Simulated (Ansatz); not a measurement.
# C4H16BNSi2: up Jacob's ladder to CCSD(T)

How much do the methods differ for C4H16BNSi2? The plan is to run it at one geometry with functionals of several rungs and with coupled cluster, and see how far each lands from CCSD(T) at the basis-set limit for the atomisation energy.

Method: functionals in def2-TZVPP, the program's frozen cores in correlated methods; program: Ansatz 0.2.0, Gaussian basis.

The runs, in order: LDA (SPW92), PBE-D4, revPBE-D4, BLYP-D4, r2SCAN-D4, B97M-V, PBE0-D4, B3LYP-D4, r2SCANh-D4, r2SCAN0-D4, HSE06-D4, BHLYP-D4, CAM-B3LYP-D4, LC-ωPBE, ωB97X-V, ωB97M-V, B2PLYP, PBE-QIDH; CCSD(T)/def2-SVP; CCSD(T)/def2-TZVPP; MP2/def2-QZVPP; extrapolation to the limit; RPA on PBE.

## (1) The relaxed structure

The geometry comes from an earlier relaxation with PBE0-D4 in a triple-zeta def2 set; it is a stationary point, not always the lowest conformer.

SMILES `BN([SiH2][SiH3])C(C)(C)C`, 24 atoms, charge 0, spin multiplicity 1.

Atoms are counted from 1 here; the program's logs count them from 0.

Bond lengths: B1–N2 1.395 Å, B1–H9 1.203 Å, B1–H10 1.193 Å, N2–Si3 1.770 Å, N2–C5 1.483 Å, Si3–Si4 2.341 Å, Si3–H11 1.489 Å, Si3–H12 1.485 Å, Si4–H13 1.488 Å, Si4–H14 1.489 Å, Si4–H15 1.489 Å, C5–C6 1.521 Å, C5–C7 1.527 Å, C5–C8 1.528 Å, C6–H16 1.091 Å, C6–H17 1.092 Å, C6–H18 1.092 Å, C7–H19 1.092 Å and more. Angles: N2–B1–H9 117.0°, N2–B1–H10 123.4°, H9–B1–H10 119.6°, B1–N2–Si3 112.7°, B1–N2–C5 126.1°, Si3–N2–C5 121.1°, N2–Si3–Si4 111.2°, N2–Si3–H11 110.3°, N2–Si3–H12 109.4°, Si4–Si3–H11 108.4°, Si4–Si3–H12 110.5°, H11–Si3–H12 107.0°, Si3–Si4–H13 110.6°, Si3–Si4–H14 110.5°, Si3–Si4–H15 110.1°, H13–Si4–H14 108.8°, H13–Si4–H15 108.4°, H14–Si4–H15 108.4° and more.

## (2) LDA

This LDA is Slater exchange with PW92 correlation.

The input, in.yaml:

```yaml
crystal:
  periodic: [false, false, false]
  atoms:
    - {symbol: B, position_ang: [0.230587, -0.763286, -1.903802]}
    - {symbol: N, position_ang: [-0.202210, -0.346282, -0.644418]}
    - {symbol: Si, position_ang: [-0.650841, -1.697847, 0.406211]}
    - {symbol: Si, position_ang: [1.244412, -2.834382, 1.179018]}
    - {symbol: C, position_ang: [-0.254523, 1.053587, -0.157100]}
    - {symbol: C, position_ang: [0.340156, 2.016109, -1.173231]}
    - {symbol: C, position_ang: [-1.711217, 1.439838, 0.091822]}
    - {symbol: C, position_ang: [0.547552, 1.157079, 1.138838]}
    - {symbol: H, position_ang: [0.225164, -1.946573, -2.119911]}
    - {symbol: H, position_ang: [0.601537, -0.011586, -2.753021]}
    - {symbol: H, position_ang: [-1.414912, -1.204098, 1.585287]}
    - {symbol: H, position_ang: [-1.545956, -2.622004, -0.334746]}
    - {symbol: H, position_ang: [2.064128, -3.323470, 0.038002]}
    - {symbol: H, position_ang: [0.849108, -3.998969, 2.019262]}
    - {symbol: H, position_ang: [2.085442, -1.923782, 2.004486]}
    - {symbol: H, position_ang: [-0.217422, 2.010814, -2.110748]}
    - {symbol: H, position_ang: [0.305045, 3.027114, -0.761941]}
    - {symbol: H, position_ang: [1.380830, 1.772800, -1.395371]}
    - {symbol: H, position_ang: [-2.285238, 1.368087, -0.834512]}
    - {symbol: H, position_ang: [-2.177584, 0.791211, 0.835791]}
    - {symbol: H, position_ang: [-1.773961, 2.467403, 0.457184]}
    - {symbol: H, position_ang: [1.591349, 0.885146, 0.966734]}
    - {symbol: H, position_ang: [0.517357, 2.179318, 1.522085]}
    - {symbol: H, position_ang: [0.146097, 0.503573, 1.917381]}
basis:
  gaussian: {orbitals: def2-TZVPP}
hamiltonian: {xc: lda}
output: {orbitals: {seedname: orbitals}}
```

Started as:

```sh
$ ansatz run in.yaml --threads 5 --pin off --events-out ev --progress --plain --max-ram 66560MiB --backend cuda --devices 0, --max-vram 37GiB
```

The runs that follow: PBE-D4 (GGA); revPBE-D4 (GGA); BLYP-D4 (GGA); r2SCAN-D4 (meta-GGA); B97M-V (meta-GGA); B3LYP-D4 (hybrid); r2SCANh-D4 (hybrid); r2SCAN0-D4 (hybrid); HSE06-D4 (hybrid); BHLYP-D4 (hybrid); CAM-B3LYP-D4 (range-separated); LC-ωPBE (range-separated); ωB97X-V (range-separated); ωB97M-V (range-separated); B2PLYP (double hybrid); PBE-QIDH (double hybrid); CCSD(T) in def2-SVP; CCSD(T) in def2-TZVPP; MP2 in def2-QZVPP; RPA on PBE orbitals.

Before running them: what should the planned runs give, taken together? Wanted: atomisation energy, CCSD(T)/CBS; farthest beyond LDA; mean size of error, GGA; mean size of error, meta-GGA; mean size of error, hybrid; mean size of error, range-separated; mean size of error, double hybrid; gap, smallest and largest; T1 diagnostic.

As calculated:

| quantity | value |
| --- | --- |
| atomisation energy, CCSD(T)/CBS | 8804.2 kJ/mol |
| functionals within 44.0 kJ/mol (0.5 %) | BLYP-D4, r2SCAN-D4, B97M-V, PBE0-D4, B3LYP-D4, r2SCANh-D4, HSE06-D4, LC-ωPBE, ωB97X-V, ωB97M-V, PBE-QIDH |
| farthest beyond LDA | BHLYP-D4 (-132.6 kJ/mol) |
| mean size of error, GGA | 66.0 kJ/mol |
| mean size of error, meta-GGA | 22.0 kJ/mol |
| mean size of error, hybrid | 45.3 kJ/mol |
| mean size of error, range-separated | 43.8 kJ/mol |
| mean size of error, double hybrid | 66.7 kJ/mol |
| gap, smallest and largest | 4.97 eV (LDA (SPW92)), 11.92 eV (LC-ωPBE) |
| T1 diagnostic | 0.0123 |
| triples share of the correlation energy | 3.9 % |

In words: The LDA atomisation energy is off by 1106.8 kJ/mol (13 %): it overbinds. PBE-D4 misses by +95.2 kJ/mol. Double hybrids carry the basis error of their MP2 part in triple zeta, and no dispersion term here, so their miss is partly the set-up's. The rungs meta-GGA, range-separated miss on average by less than the doubt on the reference (44.0 kJ/mol), so they tie. The reference freezes the cores and leaves out relativity and excitations past (T), so misses under about 44.0 kJ/mol can't be ranked. Hartree-Fock recovers 75 % of the binding; the rest is correlation. CCSD(T) in def2-SVP is off by -398.8 kJ/mol, which most functionals beat. The gap grows from 5.0 to 11.9 eV across the functionals, mostly with the share of exact exchange.
